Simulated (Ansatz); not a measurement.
# Cu: the cost of one run

Program: Ansatz 0.2.0. Level of theory: DFT PBEsol, scalar-relativistic, plane waves, PAW. These are calculated values, not measurements.

## (1) The structure to begin with

Symmetry: Fm-3m, No. 225, cubic system. The conventional cell has a = 3.563 Å, b = 3.563 Å, c = 3.563 Å, α = 90.00°, β = 90.00°, γ = 90.00°. Cu (site symmetry m-3m) is surrounded by 12 Cu at 2.52 Å.

As a file:

```xyz
1
Lattice="0.0000 1.7816 1.7816 1.7816 0.0000 1.7816 1.7816 1.7816 0.0000" Properties=species:S:1:pos:R:3 pbc="T T T"
Cu    0.0000    0.0000    0.0000
```

It is the result of an earlier relaxation at this level (volume 11.31 Å³/atom; gap on the mesh: none (metal)).

## (2) What is varied

The energy is mapped over volume and the cell's shape.

First coordinate, volume per atom: 5 values from 9.50 to 13.12 Å³. Second coordinate, c/a of the conventional cell: 7 values from 0.598 to 1.109.

Nothing else is relaxed (symmetry fixes all fractional coordinates). Energies count from the relaxed crystal. Points are written as (first, second).

## (3) The run at (10.41 Å³, 0.598)

The input, input.yaml:

```yaml
crystal:
  lattice:
    - [0.0, 2.0572216163, 1.2293956379]
    - [2.0572216163, 0.0, 1.2293956379]
    - [2.0572216163, 2.0572216163, 0.0]
  atoms:
    - { symbol: Cu, position: [0.0, 0.0, 0.0] }
basis:
  ecutwfc: 520.0
kpoints:
  mp_grid: { grid: [24, 24, 24] }
hamiltonian:
  xc: pbesol
  pseudopotentials: { kind: paw, azcp: { folder: soft_1 } }
scf:
  occupations: { method: gaussian, width: 0.15 }
output:
  forces: true
  stress: true
  eigenvalues: true
```

The run is started by

```bash
ansatz run input.yaml --threads 1 --pin off --max-ram 2048MiB --backend cpu --events-out ev --progress --plain --runs-dir out
```

Q: Estimate wall time and peak memory on 1 thread of Arm Neoverse N1, shared host.

About 26 s, with a peak of 0.46 GiB.
